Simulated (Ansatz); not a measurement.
CH6GeSiTe, SMILES [CH2]1[GeH2][SiH2][Te]1, a rigid scan of one bond length

With the Python package of Ansatz (0.2.0).

Run as a notebook:

**Cell 1**
```python
import ansatz as az
import numpy as np
```

**Cell 2**
```python
mol = (
    az.Crystal.molecule()
    .atom('C', [-1.3012, 0.5603, -0.0282])
    .atom('Ge', [0.5012, 0.6524, -0.6645])
    .atom('Si', [0.8842, -1.195, 0.5873])
    .atom('Te', [-1.3774, -1.1042, 1.2843])
    .atom('H', [-1.5905, 1.5281, 0.4958])
    .atom('H', [-2.0389, 0.4871, -0.9003])
    .atom('H', [0.6387, 0.3685, -2.1786])
    .atom('H', [1.2958, 1.9221, -0.1467])
    .atom('H', [1.2307, -2.3565, -0.1816])
    .atom('H', [1.8406, -0.914, 1.7355])
)
```

**Cell 3**
```python
symbols = [site.symbol for site in mol.cartesian_sites]
start = np.array([site.position_ang for site in mol.cartesian_sites])
axis = (start[6] - start[1]) / np.linalg.norm(start[6] - start[1])
moving = [6]
lengths, energies = [1.361, 1.423, 1.485, 1.547, 1.608, 1.67, 1.732, 1.825], []
for length in lengths:
    xyz = start.copy()
    xyz[moving] += (length - np.linalg.norm(start[6] - start[1])) * axis
    point = az.Crystal.molecule()
    for symbol, place in zip(symbols, xyz):
        point = point.atom(symbol, place.tolist())
    calc = (
        point.calculation()
        .basis(gaussian='def2-SVP')
        .functional('hf')
    )
    r = calc.run().report
    energies.append(r['free_energy_ev'])
    print(f'r = {length:6.3f} A  E = {energies[-1]:.5f} eV  <S^2> = {abs(r["mean_field"]["state"]["spin_squared"]):.3f}')
```
Output:
```text
r =  1.361 A  E = -72715.00660 eV  <S^2> = 0.000
r =  1.423 A  E = -72715.22748 eV  <S^2> = 0.000
r =  1.485 A  E = -72715.33601 eV  <S^2> = 0.000
r =  1.547 A  E = -72715.35775 eV  <S^2> = 0.000
r =  1.608 A  E = -72715.31398 eV  <S^2> = 0.000
r =  1.670 A  E = -72715.21891 eV  <S^2> = 0.000
r =  1.732 A  E = -72715.08528 eV  <S^2> = 0.000
r =  1.825 A  E = -72714.83354 eV  <S^2> = 0.000
```

**Cell 4**
```python
# quartic fit about the minimum
fit = np.polynomial.Polynomial.fit(lengths, np.array(energies) - min(energies), 4).convert()
roots = [r.real for r in fit.deriv().roots() if abs(r.imag) < 1e-9 and fit.deriv(2)(r.real) > 0]
r_e = min(roots, key=lambda r: abs(r - lengths[int(np.argmin(energies))]))
print(f'minimum of the fit at {r_e:.4f} A, force constant {fit.deriv(2)(r_e):.2f} eV/A^2')
```
Output:
```text
minimum of the fit at 1.5336 A, force constant 18.42 eV/A^2
```

What to keep in mind:
- Total energies depend on the basis set; only differences at equal settings carry meaning.
- The rest of the molecule is held rigid at a force-field or estimated start geometry, and the basis set is modest; single-reference methods fail as a bond breaks.
- def2 sets replace the cores of elements past krypton by effective core potentials.
- Hartree-Fock leaves correlation out, so bond, atomisation and ionisation energies come out well too low.
- The orbitals are restricted, so S² is zero by construction.
- Finished in 23 s on 1 thread of Arm Neoverse V2 (shared host), peak memory 0.37 GiB.

(Lines on the test bed's own set-up are left out of the output.)
